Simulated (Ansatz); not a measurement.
# One shape, several levels: SiF3 (trifluorosilyl)

Aim: a comparison of 6 runs (UB2PLYP/aug-cc-pVDZ, UB3LYP/aug-cc-pVDZ, UBLYP/aug-cc-pVDZ, UHSE06/aug-cc-pVDZ, USVWN5/aug-cc-pVDZ, UCCSD(T)/aug-cc-pVDZ) of SiF3 (trifluorosilyl). 

Program for the calculation: Ansatz 0.2.0.

20 further runs of the same task are left out: 20 set aside as unsound or not needed.

## (1) The system as given

SiF3: 4 atoms, total charge 0, spin state doublet. SMILES: `F[Si](F)F`. One bond was lengthened or shortened from a relaxed shape.

Bond lengths: F1–Si2 1.818 Å, Si2–F3 1.581 Å, Si2–F4 1.581 Å. Angles: F1–Si2–F3 107.9°, F1–Si2–F4 107.9°, F3–Si2–F4 107.9°.

## (2) The energy at UB2PLYP/aug-cc-pVDZ (run 1)

Input file run.yaml:

```yaml
basis:
  gaussian: {orbitals: aug-cc-pVDZ}
crystal:
  periodic: [false, false, false]
  atoms:
    - {symbol: F, position_ang: [0.944990, -0.615055, 1.289313]}
    - {symbol: Si, position_ang: [-0.282750, 0.213060, 0.234280]}
    - {symbol: F, position_ang: [-0.994260, -0.892250, -0.644340]}
    - {symbol: F, position_ang: [0.492160, 1.186230, -0.741640]}
output: {orbitals: {seedname: orbitals}}
correlation: {frozen_orbitals: {F: 1, Si: 5}}
magnetization: {spin_polarized: true, initial_magnetization: 1}
accuracy: high
hamiltonian: {xc: {name: B2PLYP}}
```

Run with:

```console
$ ansatz run run.yaml --threads 1 --pin off --max-ram 3480MiB --events-out events.jsonl --progress --plain --runs-dir runs
```

The log of the run:

```text
Warning: RAYON_NUM_THREADS=1 ignored (pool sized by the plan → 1); use --threads N
Functional definition: B2PLYP
  name "B2PLYP"
  parameter a = 0.53
  parameter c = 0.27
  exchange = (1 - a)*b88_x + a*exact_x
  correlation = (1 - c)*lyp_c + c*(mp2_os + mp2_ss)
1928 factors; integrals over basis functions are off by at most 3.1e-9 eV
mean field evaluation 1: about -16013.1413 eV, gradient 3.5e1 eV
mean field evaluation 2: about -16013.1614 eV, gradient 3.5e1 eV
mean field evaluation 4: about -16017.2606 eV, gradient 2.7e0 eV
mean field evaluation 8: about -16017.3068 eV, gradient 2.4e-1 eV
mean field evaluation 16: about -16017.3077 eV, gradient 3.0e-4 eV
mean field -16017.30768810 eV, -588.6252006166 hartree, gradient 4.5e-8 eV, S^2 0.752677; 0 other end points of the search recorded, 0 dependent functions left out
8 core orbitals not correlated: weight in the atoms' cores, before any rotation towards them, 1.000 or more for the frozen orbitals, at most 0.000 for the correlated occupied ones
reference -16017.30771181 eV, -588.6252014881 hartree; 13, 12 occupied and 75, 76 virtual orbitals, 1928 factors
second order -22.94707423 eV of doubles, -0.00000000 eV of singles
Total energy: -16023.50342186 eV, -588.8528896325 hartree
```

Wall time 15 s (1 thread of Arm Neoverse V1, shared host); peak memory 0.41 GiB.

## (3) A single-point energy at UB3LYP/aug-cc-pVDZ (run 2)

Input file job.yaml:

```yaml
crystal:
  periodic: [false, false, false]
  atoms:
    - {symbol: F, position_ang: [0.944990, -0.615055, 1.289313]}
    - {symbol: Si, position_ang: [-0.282750, 0.213060, 0.234280]}
    - {symbol: F, position_ang: [-0.994260, -0.892250, -0.644340]}
    - {symbol: F, position_ang: [0.492160, 1.186230, -0.741640]}
basis:
  gaussian:
    orbitals: aug-cc-pVDZ
magnetization:
  spin_polarized: true
  initial_magnetization: 1
hamiltonian:
  xc: {name: B3LYP}
accuracy: high
output: {orbitals: {seedname: orbitals}}
```

Run with:

```console
$ ansatz run job.yaml --threads 1 --pin off --max-ram 3480MiB --events-out events.jsonl --progress --plain --runs-dir runs
```

The log of the run:

```text
Warning: RAYON_NUM_THREADS=1 ignored (pool sized by the plan → 1); use --threads N
Functional definition: B3LYP
  name "B3LYP"
  parameter a0 = 0.2
  parameter ax = 0.72
  parameter ac = 0.81
  exchange = (1 - a0 - ax)*slater_x + ax*b88_x + a0*exact_x
  correlation = (1 - ac)*vwn_rpa_c + ac*lyp_c
1928 factors; integrals over basis functions are off by at most 3.1e-9 eV
mean field evaluation 1: about -16027.3442 eV, gradient 4.0e1 eV
mean field evaluation 2: about -16013.6428 eV, gradient 7.7e1 eV
mean field evaluation 4: about -16032.3159 eV, gradient 3.4e0 eV
mean field evaluation 8: about -16032.4339 eV, gradient 1.2e-1 eV
mean field evaluation 16: about -16032.4339 eV, gradient 6.2e-5 eV
mean field -16032.43394663 eV, -589.1810803647 hartree, gradient 8.2e-8 eV, S^2 0.751512; 0 other end points of the search recorded, 0 dependent functions left out
reference -16032.43398407 eV, -589.1810817403 hartree; 21, 20 occupied and 75, 76 virtual orbitals, 1928 factors
Total energy: -16032.43398407 eV, -589.1810817403 hartree
```

Run time: 12 s. Hardware: 1 thread of Arm Neoverse V1, shared host; peak memory 0.42 GiB.

Run 3 isn't shown in full; the table further down has it.

## (4) A single-point energy at UHSE06/aug-cc-pVDZ (run 4)

Input file input.yaml:

```yaml
crystal:
  periodic: [false, false, false]
  atoms:
    - {symbol: F, position_ang: [0.944990, -0.615055, 1.289313]}
    - {symbol: Si, position_ang: [-0.282750, 0.213060, 0.234280]}
    - {symbol: F, position_ang: [-0.994260, -0.892250, -0.644340]}
    - {symbol: F, position_ang: [0.492160, 1.186230, -0.741640]}
basis:
  gaussian: {orbitals: aug-cc-pVDZ}
magnetization: {spin_polarized: true, initial_magnetization: 1}
hamiltonian: {xc: hse06}
accuracy: high
output: {orbitals: {seedname: orbitals}}
```

Run with:

```console
$ ansatz run input.yaml --threads 1 --pin off --max-ram 3480MiB --events-out events.jsonl --progress --plain --runs-dir runs
```

The log of the run:

```text
Warning: RAYON_NUM_THREADS=1 ignored (pool sized by the plan → 1); use --threads N
Functional definition: HSE06
  name "HSE06"
  parameter a = 0.25
  parameter omega = 0.11/bohr
  exchange = pbe_x - a*pbe_x_sr(omega) + a*exact_x_sr(omega)
  correlation = pbe_c
1928 factors; integrals over basis functions are off by at most 3.1e-9 eV
118 factors; integrals over basis functions are off by at most 1.4e-9 eV
mean field evaluation 1: about -16015.9580 eV, gradient 3.7e1 eV
mean field evaluation 2: about -16004.8531 eV, gradient 7.0e1 eV
mean field evaluation 4: about -16020.3276 eV, gradient 3.0e0 eV
mean field evaluation 8: about -16020.4616 eV, gradient 1.3e-1 eV
mean field evaluation 16: about -16020.4617 eV, gradient 5.9e-5 eV
mean field -16020.46169518 eV, -588.7411082389 hartree, gradient 3.9e-8 eV, S^2 0.751696; 0 other end points of the search recorded, 0 dependent functions left out
reference -16020.46170005 eV, -588.7411084179 hartree; 21, 20 occupied and 75, 76 virtual orbitals, 1928 factors
Total energy: -16020.46170005 eV, -588.7411084179 hartree
```

It took 13 s on 1 thread of Arm Neoverse V1, shared host; peak memory 0.43 GiB.

Run 5 isn't shown in full; the table further down has it.

## (5) A single-point energy at UCCSD(T)/aug-cc-pVDZ (run 6)

run.yaml: that of step 2 with these lines changed.

```diff
@@ -9,6 +9,5 @@
     - {symbol: F, position_ang: [0.492160, 1.186230, -0.741640]}
-output: {orbitals: {seedname: orbitals}}
-correlation: {frozen_orbitals: {F: 1, Si: 5}}
 magnetization: {spin_polarized: true, initial_magnetization: 1}
+correlation: {method: ccsd_t, frozen_orbitals: {F: 1, Si: 5}}
 accuracy: high
-hamiltonian: {xc: {name: B2PLYP}}
+scf: {omitted_lower_state_checks: [cluster_reference, increment]}
```

Run with:

```console
$ ansatz run run.yaml --threads 1 --pin off --max-ram 3480MiB --events-out events.jsonl --progress --plain --runs-dir runs
```

The log of the run, shortened:

```text
Warning: RAYON_NUM_THREADS=1 ignored (pool sized by the plan → 1); use --threads N
Functional definition: HF
  name "HF"
[...]
1928 factors; integrals over basis functions are off by at most 3.1e-9 eV
[...]
mean field -15984.15608186 eV, -587.4069015582 hartree, gradient 2.5e-8 eV, S^2 0.753487; 0 other end points of the search recorded, 0 dependent functions left out
8 core orbitals not correlated: weight in the atoms' cores, before any rotation towards them, 1.000 or more for the frozen orbitals, at most 0.000 for the correlated occupied ones
reference -15984.15608186 eV, -587.4069015582 hartree; 13, 12 occupied and 75, 76 virtual orbitals, 1928 factors
second order -18.97473119 eV of doubles, -0.00000000 eV of singles
cycle   1  -18.55127952 eV  change    4.2e-1 eV  update   1.2e-1
[...]
cycle  23  -19.08412298 eV  change  -6.1e-10 eV  update   2.6e-9
perturbative correction -0.47749632 eV, -0.0175476660 hartree
Total energy: -16003.71770116 eV, -588.1257778080 hartree
Checks for a lower state left out: cluster_reference, increment
```

Wall time 1.9 min (1 thread of Arm Neoverse V1, shared host); peak memory 1.3 GiB.

## (6) Overview of the runs

```csv
run,level,frozen core orbitals,energy (Eh),HOMO energy (eV),LUMO energy (eV),⟨S²⟩,wall time
1,UB2PLYP/aug-cc-pVDZ,8,-588.852890,-9.84,-2.98,0.753,15 s
2,UB3LYP/aug-cc-pVDZ,–,-589.181082,-8.22,-4.70,0.752,12 s
3,UBLYP/aug-cc-pVDZ,–,-589.148221,-6.92,-5.27,0.751,11 s
4,UHSE06/aug-cc-pVDZ,–,-588.741108,-8.10,-4.59,0.752,13 s
5,USVWN5/aug-cc-pVDZ,–,-586.115918,-7.09,-5.65,0.751,5.7 s
6,UCCSD(T)/aug-cc-pVDZ,8,-588.125778,–,–,0.753,1.9 min
```

## (7) What came out

```
                                          quantity          value
                               run 6: total energy  -588.12578 Eh
run 6: correlation energy (8 core orbitals frozen)     -718.9 mEh
                             run 6: (T) correction     -17.55 mEh
          run 6: ⟨S²⟩ of the reference determinant          0.753
                              run 6: T1 diagnostic          0.017
```

**Reading.** Totals of different functionals can't be ranked against each other. All runs together took 2.8 min, the longest 1.9 min.
